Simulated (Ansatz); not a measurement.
# Bi2H3: the cost of one run

Method: DFT PBE, scalar-relativistic, plane waves, PAW, in Ansatz 0.2.0.

## Step 1: The starting structure

Symmetry: Pm-3m, No. 221, cubic system. The conventional cell has a = 4.636 Å, b = 4.636 Å, c = 4.636 Å, α = 90.00°, β = 90.00°, γ = 90.00°. Bi (site symmetry m-3m) has 6 H at 2.32 Å as nearest neighbours. Bi (site symmetry m-3m) has 12 H at 3.28 Å as nearest neighbours. Around H (site symmetry 4/mmm) lie 6 Bi at 2.32 to 3.28 Å.

Coordinates:

```
Bi H
1.0
     4.63643    0.00000    0.00000
     0.00000    4.63643    0.00000
     0.00000    0.00000    4.63643
Bi H
2 3
Direct
  0.50000 0.50000 0.50000
  0.00000 0.00000 0.00000
  0.00000 0.50000 0.50000
  0.50000 0.00000 0.50000
  0.50000 0.50000 0.00000
```

The cell is invented: random cell by space group and Wyckoff sites (Pm-3m, No. 221). The dimensions are guesses.

## Step 2: Probe: one point on a coarse mesh

Contents of input.yaml:

```yaml
crystal:
  lattice:
    - [4.63642502, 0.0, 0.0]
    - [0.0, 4.63642502, 0.0]
    - [0.0, 0.0, 4.63642502]
  atoms:
    - { symbol: Bi, position: [0.5, 0.5, 0.5] }
    - { symbol: Bi, position: [0.0, 0.0, 0.0] }
    - { symbol: H, position: [0.0, 0.5, 0.5] }
    - { symbol: H, position: [0.5, 0.0, 0.5] }
    - { symbol: H, position: [0.5, 0.5, 0.0] }
basis:
  ecutwfc: 420
kpoints:
  mp_grid: { grid: [4, 4, 4] }
hamiltonian:
  xc: pbe
scf:
  occupations: { method: gaussian, width: 0.1 }
  lower_state_search: "off"
output:
  forces: true
  stress: true
  eigenvalues: true
```

Launch:

```console
$ ansatz run input.yaml --threads 1 --pin off --max-ram 2048MiB --backend cpu --events-out ev --progress --plain --runs-dir out
```

**Question.** How long does this run take on 1 thread of Arm Neoverse V1, shared host, and how much memory does it need?

About 1.6 s, with a peak of 0.31 GiB.
